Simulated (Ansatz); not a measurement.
**C2H5BClFO: a ladder of functionals and wavefunction methods**

Aim: compute C2H5BClFO with functionals from several rungs and with coupled cluster. The yardstick is the atomisation energy at the CCSD(T) limit.

The runs use Ansatz 0.2.0, Gaussian basis; functionals in def2-TZVPP, the program's frozen cores in correlated methods.

The runs, in order: PBE-D4, r2SCAN-D4, PBE0-D4, B3LYP-D4, ωB97X-V, ωB97M-V, B2PLYP; CCSD(T)/def2-TZVPP; MP2/def2-QZVPP; extrapolation to the limit.

### Step 1. The geometry

The geometry comes from an earlier relaxation with PBE0-D4 in a triple-zeta def2 set; it is a stationary point, not always the lowest conformer.

SMILES `CC(O)(F)BCl`, 11 atoms, charge 0, spin multiplicity 1.

Atoms are counted from 1 here; the program's logs count them from 0.

Bond lengths: C1–C2 1.518 Å, C1–H7 1.095 Å, C1–H8 1.091 Å, C1–H9 1.091 Å, C2–O3 1.378 Å, C2–F4 1.405 Å, C2–B5 1.590 Å, O3–H10 0.964 Å, B5–Cl6 1.729 Å, B5–H11 1.190 Å. Angles: C2–C1–H7 108.9°, C2–C1–H8 111.2°, C2–C1–H9 110.3°, H7–C1–H8 107.9°, H7–C1–H9 109.2°, H8–C1–H9 109.3°, C1–C2–O3 112.7°, C1–C2–F4 106.4°, C1–C2–B5 110.2°, O3–C2–F4 108.6°, O3–C2–B5 111.0°, F4–C2–B5 107.7°, C2–O3–H10 108.8°, C2–B5–Cl6 120.4°, C2–B5–H11 120.6°, Cl6–B5–H11 118.9°.

### Step 2. PBE-D4 (GGA)

in.yaml reads:

```yaml
crystal:
  periodic: [false, false, false]
  atoms:
    - {symbol: C, position_ang: [-0.137119, -0.710492, 0.939661]}
    - {symbol: C, position_ang: [0.339066, -0.044383, -0.338573]}
    - {symbol: O, position_ang: [1.426219, 0.778485, -0.137611]}
    - {symbol: F, position_ang: [0.717685, -1.081095, -1.208006]}
    - {symbol: B, position_ang: [-0.857935, 0.747723, -1.023115]}
    - {symbol: Cl, position_ang: [-1.172132, 2.394649, -0.600845]}
    - {symbol: H, position_ang: [0.675362, -1.323335, 1.343688]}
    - {symbol: H, position_ang: [-0.989355, -1.365342, 0.750528]}
    - {symbol: H, position_ang: [-0.417817, 0.043501, 1.676483]}
    - {symbol: H, position_ang: [2.078429, 0.307249, 0.392992]}
    - {symbol: H, position_ang: [-1.597206, 0.196139, -1.774502]}
basis:
  gaussian: {orbitals: def2-TZVPP}
hamiltonian: {xc: pbe, dispersion: d4}
output: {forces: true, orbitals: {seedname: orbitals}}
```

Run with:

```bash
$ ansatz run in.yaml --threads 4 --pin off --events-out ev --progress --plain --max-ram 10444MiB
```

Further steps of the session: r2SCAN-D4 (meta-GGA); PBE0-D4 (hybrid); B3LYP-D4 (hybrid); ωB97X-V (range-separated); ωB97M-V (range-separated); B2PLYP (double hybrid); CCSD(T) in def2-TZVPP; MP2 in def2-QZVPP.

**Question.** What will the summary of the whole plan be? Wanted: atomisation energy, CCSD(T)/CBS; farthest; mean size of error, hybrid; mean size of error, range-separated; gap, smallest and largest; T1 diagnostic; triples share of the correlation energy.

**Answer**, as computed:

| quantity | value |
| --- | --- |
| atomisation energy, CCSD(T)/CBS | 1010.2 kcal/mol |
| functionals within 5.1 kcal/mol (0.5 %) | B3LYP-D4, ωB97X-V |
| farthest | PBE-D4 (+31.2 kcal/mol) |
| mean size of error, hybrid | 4.6 kcal/mol |
| mean size of error, range-separated | 5.8 kcal/mol |
| gap, smallest and largest | 4.14 eV (PBE-D4), 11.33 eV (ωB97X-V) |
| T1 diagnostic | 0.0121 |
| triples share of the correlation energy | 3.7 % |

**Reading.** PBE-D4 is off by +31.2 kcal/mol. Double hybrids carry the basis error of their MP2 part in triple zeta, and no dispersion term here, so their miss is partly the set-up's. The reference freezes the cores and leaves out relativity and excitations past (T), so misses under about 5.1 kcal/mol can't be ranked. Hartree-Fock recovers 73 % of the binding; the rest is correlation. The gap grows from 4.1 to 11.3 eV across the functionals, mostly with the share of exact exchange.
